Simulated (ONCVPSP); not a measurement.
**Pseudopotential generation for Cu: ONCV, PBE**

Do these settings give a usable potential? It is generated, then checked for transferability, scattering, ghosts and hardness.

The numbers are computed with ONCVPSP 4.0.1.1 (patched build) (PBE, scalar-relativistic, spin-unpolarised reference atom).

**1. The atom and the settings**

The settings as typed:

```
element                 : copper (Cu, Z = 29)
type                    : optimised norm-conserving Vanderbilt (ONCV)
frozen core             : [Ne]
valence charge          : 19
reference configuration : 3s2 3p6 3d10 4s1
partial waves           : 3s+4s: rc 1.00 bohr, ncon 4, nbas 7, qcut 9.4 1/bohr, 2 projectors; 3p: rc 0.80 bohr, ncon 4, nbas 9, qcut 8.6 1/bohr, 2 projectors, debl 3.9 Ha; 3d: rc 0.75 bohr, ncon 4, nbas 7, qcut 13.8 1/bohr, 2 projectors, debl 2.3 Ha; f scattering state at 0.12 Ha: rc 0.95 bohr, ncon 4, nbas 8, qcut 10.6 1/bohr, 2 projectors, debl 1.2 Ha
local potential         : polynomial inside 0.75 bohr (lpopt 4, dvloc0 6 Ha)
core correction         : Teter function, fcfact 4.25, rcfact 1.35
```

The nodes and maxima of the atom's own shells, from an earlier all-electron run, set the scale for the radii.

All-electron outer shells of the reference configuration (PBE, scalar-relativistic, ld1.x):

| shell | level (eV) | outermost node (bohr) | outermost maximum (bohr) |
| --- | --- | --- | --- |
| 2p | -916.98 | – | 0.16 |
| 3s | -114.70 | 0.29 | 0.61 |
| 3p | -72.14 | 0.26 | 0.62 |
| 3d | -5.04 | – | 0.60 |
| 4s | -4.61 | 0.89 | 2.27 |
| 4p | -0.70 | 0.97 | 3.65 |

**2. Generation**

The input, Cu.dat:

```
# ATOM AND REFERENCE CONFIGURATION
# atsym  z   nc   nv     iexc    psfile
  Cu 29.00    3    4        4      upf
#
#   n    l    f
    1    0    2.00
    2    0    2.00
    2    1    6.00
    3    0    2.00
    3    1    6.00
    3    2   10.00
    4    0    1.00
#
# PSEUDOPOTENTIAL AND OPTIMIZATION
# lmax
    3
#
#   l,   rc,      ep,       ncon, nbas, qcut
    0    1.00    0.00    4    7    9.40
    1    0.80    0.00    4    9    8.60
    2    0.75    0.00    4    7   13.80
    3    0.95    0.12    4    8   10.60
#
# LOCAL POTENTIAL
# lloc, lpopt,  rc(5),   dvloc0
    4    4    0.75    6.00
#
# VANDERBILT-KLEINMAN-BYLANDER PROJECTORs
# l, nproj, debl
    0    2    3.40
    1    2    3.90
    2    2    2.30
    3    2    1.20
#
# MODEL CORE CHARGE
# icmod, fcfact, rcfact
    3    4.25    1.35
#
# LOG DERIVATIVE ANALYSIS
# epsh1, epsh2, depsh
   -6.00    5.00    0.04
#
# OUTPUT GRID
# rlmax, drl
    6.00    0.01
#
# TEST CONFIGURATIONS
# ncnf
    4
# nvcnf
#   n    l    f
    4
    3    0    2.00
    3    1    6.00
    3    2   10.00
    4    0    0.00
#
    4
    3    0    2.00
    3    1    6.00
    3    2    9.00
    4    0    0.00
#
    4
    3    0    2.00
    3    1    6.00
    3    2    8.00
    4    0    0.00
#
    5
    3    0    2.00
    3    1    6.00
    3    2   10.00
    4    0    0.00
    4    1    1.00
#
```

Started as:

```console
oncvpsp.x < Cu.dat > Cu.out
```

What does the calculation give? Wanted: cutoffs for 1 and 0.1 mHa per electron, occupied waves; bound ghosts; GHOST(+) flags; largest test error; largest phase difference near zero energy, channels read; rms error of d²Exc/dn², without and with the model core.

**Answer**, as computed:

| quantity | value |
| --- | --- |
| cutoffs for 1 and 0.1 mHa per electron, occupied waves | 277 Ha and 329 Ha |
| bound ghosts | none found |
| GHOST(+) flags | f at 5456 eV |
| largest test error (AE − PS) | +1.6 meV, for 3s2 3p6 3d10 4s0 (1 test unsolved) |
| largest phase difference near zero energy, channels read | 0.000 rad |
| rms error of d²Exc/dn², without and with the model core | 1.63 and 1.36 mHa |

What this shows: The worst unpolarised test, 3s2 3p6 3d10 4s0, is off by 1.6 meV on 8.2 eV; by total energies transferability rates as very good where solved. Of the tests 1 gave no usable energy difference, which is a warning in itself. The potential is very hard: the looser tolerance needs 277 Ha. At the looser tolerance the 3d wave is the slowest; 3p needs 44 Ha. The program's ghost test flags no bound state. Near zero energy the phases of the channels with partial waves agree within 0.001 rad. The program also flags highly localised states, GHOST(+) (f).
